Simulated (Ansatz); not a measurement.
# TaCuN2: further runs on the relaxed cell

The task here is to estimate one member of a computed series from the others.

Computed with Ansatz 0.2.0 (DFT PBEsol, scalar-relativistic, plane waves, PAW, unless a step's input says otherwise).

2 further runs of the same task are left out: 2 set aside as unsound or not needed.

## Starting point

Symmetry: R-3m, No. 166, trigonal system. Conventional cell: a = 3.122 Å, b = 3.122 Å, c = 17.343 Å, α = 90.00°, β = 90.00°, γ = 120.00°. Ta (site symmetry -3m) has 6 N at 2.09 Å as nearest neighbours. Around Cu (site symmetry -3m) lie 2 N at 1.83 Å. Around N (site symmetry 3m) lie 1 Cu at 1.83 Å and 3 Ta at 2.09 Å.

Coordinates:

```xyz
4
Lattice="1.5608 0.9011 5.7808 -1.5608 0.9011 5.7808 0.0000 -1.8022 5.7808" Properties=species:S:1:pos:R:3 pbc="T T T"
Ta    0.0000    0.0000    8.6713
Cu    0.0000    0.0000    0.0000
N     0.0000    0.0000    1.8308
N     0.0000    0.0000   15.5117
```

This cell was relaxed beforehand with the same method: volume 12.20 Å³/atom, gap on the mesh 0.37 eV.

The first run:

input.yaml

```yaml
crystal:
  lattice:
    - [1.545005894, 0.8920095688, 5.7224465798]
    - [-1.545005894, 0.8920095688, 5.7224465798]
    - [0.0, -1.7840191376, 5.7224465798]
  atoms:
    - { symbol: Ta, position: [0.5, 0.5, 0.5] }
    - { symbol: Cu, position: [0.0, 0.0, 0.0] }
    - { symbol: "N", position: [0.1055680834, 0.1055680834, 0.1055680834] }
    - { symbol: "N", position: [0.8944319166, 0.8944319166, 0.8944319166] }
basis:
  ecutwfc: 420
kpoints:
  mp_grid: { grid: [12, 12, 12] }
hamiltonian:
  xc: pbesol
scf:
  occupations: { method: gaussian, width: 0.02 }
output:
  forces: true
  stress: true
  eigenvalues: true
relax:
  adjacent_minimum: "off"
  f_tol: 0.01
  max_steps: 30
  cell: { stress_tol: 0.1, fix: [volume] }
```

Launch:

```sh
$ ansatz run input.yaml --threads 1 --pin off --max-ram 2560MiB --backend cpu --events-out ev --progress --plain --runs-dir out
```

Steps of the session up to this table: Volume × 0.97; Point at V/V0 = 1.03; Point at V/V0 = 0.94; Volume × 1.06.

One of the session's tables, all rows but one given; the rest of the session is left out.

It belongs to the step «Fit of the equation of state». 

```
volume (Å³/atom)  energy above the lowest point (meV/atom)  pressure (GPa)  gap on the mesh (eV)
          11.464                                      33.0           15.19                  0.21
          11.830                                       7.8            7.02                  0.30
          12.196                                       0.0            0.00                  0.37
          12.561                                         ?               ?                     ?
          12.927                                      26.9          -11.22                  0.49
```

**Question.** Estimate the row for volume (Å³/atom) = 12.561.

Worked estimate for «energy above the lowest point (meV/atom)». A straight line through the neighbours (12.196, 0.0) and (12.927, 26.9) gives 0.0 + (26.9 − 0.0) × (12.561 − 12.196) / (12.927 − 12.196) = 13.4; a parabola fitted to 3 rows on both sides gives 6.4.

**Answer.** energy above the lowest point (meV/atom): 7.1; pressure (GPa): -6.04; gap on the mesh (eV): 0.44. In «energy above the lowest point (meV/atom)» the line misses by +6.3 and the parabola by -0.7.
